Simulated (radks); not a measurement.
# He⁺ in 1s1: an all-electron calculation

Aim: the levels, the sizes of the orbitals and the parts of the energy of the helium ion He+.

The numbers are computed with radks (a radial shooting solver on a logarithmic mesh, Libxc functionals) version 1 (non-relativistic Kohn-Sham, LDA (Slater exchange, Perdew-Wang correlation), spin-polarised, spherical densities, point nucleus; open shells are filled with parallel spins first), except any that are marked as measured or tabulated.

## (1) What is computed

```
element       : helium (Z = 2)
charge        : +1
electrons     : 1
configuration : 1s1
```

The outer shells:

He⁺
```
1s [↑ ]
```

## (2) The run

Settings of this run:

```text
Z 2
configuration 1s1
relativity non-relativistic
functional lda,pw
spin polarised
nucleus point
```

**Question.** What will this run give?

As calculated:

```
                        quantity                    value
                    total energy         -1.94176 hartree
exchange-correlation share of it                  28.45 %
                            −T/E                   0.9907
          highest occupied level        1s up, -41.101 eV
    most extended occupied level  1s up, <r> = 0.772 bohr
 radius at density 0.001 e/bohr³                2.01 bohr
    maxima of the radial density                        1
         ionisation energy, NIST       54.418 (theory) eV
```

What this shows: 1 principal shells are occupied and 1 maxima appear in the radial density. The ratio −T/E is 0.9907; for a non-relativistic Coulomb system it is 1 up to the kinetic part of correlation. Minus the highest eigenvalue, 41.101 eV, is 76 % of the tabulated ionisation energy (54.418 eV); the potential of a semilocal functional falls off too fast, so its top eigenvalue is too shallow. 
